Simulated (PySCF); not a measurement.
# B3H12Pb (Pb(BH4)3+): the cost of one run

Program: PySCF 2.14.0. Level of theory: PBE0, Pb def2-SVP with ECP60, B def2-SVP, H def2-SVP; scalar-relativistic core potentials, no spin–orbit coupling. These are calculated values, not measurements.

1 further run of the same task is left out (for a known fault of the program).

## (1) Where the work starts

16 atoms, charge 1, spin multiplicity 1.

Bond lengths: Pb1–B2 2.213 Å, Pb1–H4 2.150 Å, Pb1–H5 2.150 Å, Pb1–H6 2.150 Å, Pb1–B7 2.213 Å, Pb1–H9 2.150 Å, Pb1–H10 2.150 Å, Pb1–H11 2.150 Å, Pb1–B12 2.213 Å, Pb1–H14 2.150 Å, Pb1–H15 2.150 Å, Pb1–H16 2.150 Å, B2–H3 1.200 Å, B2–H4 1.250 Å, B2–H5 1.250 Å, B2–H6 1.250 Å, B7–H8 1.200 Å, B7–H9 1.250 Å and more. Angles: B2–Pb1–H4 33.3°, B2–Pb1–H5 33.3°, B2–Pb1–H6 33.3°, B2–Pb1–B7 120.0°, B2–Pb1–H9 100.4°, B2–Pb1–H10 100.4°, B2–Pb1–H11 153.3°, B2–Pb1–B12 120.0°, B2–Pb1–H14 131.0°, B2–Pb1–H15 131.0°, B2–Pb1–H16 86.7°, H4–Pb1–H5 56.7°, H4–Pb1–H6 56.7°, H4–Pb1–B7 131.0°, H4–Pb1–H9 99.3°, H4–Pb1–H10 127.8°, H4–Pb1–H11 150.5°, H4–Pb1–B12 100.4° and more.

Coordinates:

```
Pb    0.0000    0.0000    0.0000
B     2.2134    0.0000    0.0000
H     3.4134    0.0000    0.0000
H     1.7975   -0.5894    1.0208
H     1.7975   -0.5894   -1.0208
H     1.7975    1.1788    0.0000
B    -1.1067    1.9169    0.0000
H    -1.7067    2.9561    0.0000
H    -0.3883    1.8514    1.0208
H    -0.3883    1.8514   -1.0208
H    -1.9196    0.9673    0.0000
B    -1.1067   -1.9169    0.0000
H    -1.7067   -2.9561    0.0000
H    -1.4092   -1.2620    1.0208
H    -1.4092   -1.2620   -1.0208
H     0.1221   -2.1461    0.0000
```

Formal oxidation states: Pb +4.

## (2) SCF at the start, singlet

run.py (the lines that set the calculation) reads:

```python
mol = gto.M(atom='''
Pb     0.00000     0.00000     0.00000
B      2.21340     0.00000     0.00000
H      3.41340     0.00000     0.00000
H      1.79750    -0.58940     1.02080
H      1.79750    -0.58940    -1.02080
H      1.79750     1.17880     0.00000
B     -1.10670     1.91690     0.00000
H     -1.70670     2.95610     0.00000
H     -0.38830     1.85140     1.02080
H     -0.38830     1.85140    -1.02080
H     -1.91960     0.96730     0.00000
B     -1.10670    -1.91690     0.00000
H     -1.70670    -2.95610     0.00000
H     -1.40920    -1.26200     1.02080
H     -1.40920    -1.26200    -1.02080
H      0.12210    -2.14610     0.00000''',
    basis={'Pb': 'def2-SVP', 'B': 'def2-SVP', 'H': 'def2-SVP'},
    ecp={'Pb': 'def2-SVP'},
    charge=1, spin=0)
mf = dft.RKS(mol, xc='PBE0')
mf.grids.atom_grid = (50, 194)
mf = mf.density_fit()  # fitting sets: Pb def2-universal-JKFIT, B def2-universal-JKFIT, H def2-universal-JKFIT
mf.conv_tol = 1e-08; mf.max_cycle = 55
mf.kernel(dm0)  # dm0: free metal ions and neutral atoms
```

Started as:

```console
> OMP_NUM_THREADS=2 python run.py
```

Q: Estimate wall time and peak memory on 2 threads of Arm Neoverse V1, shared host.

About 3.8 s, with a peak of 0.87 GiB.
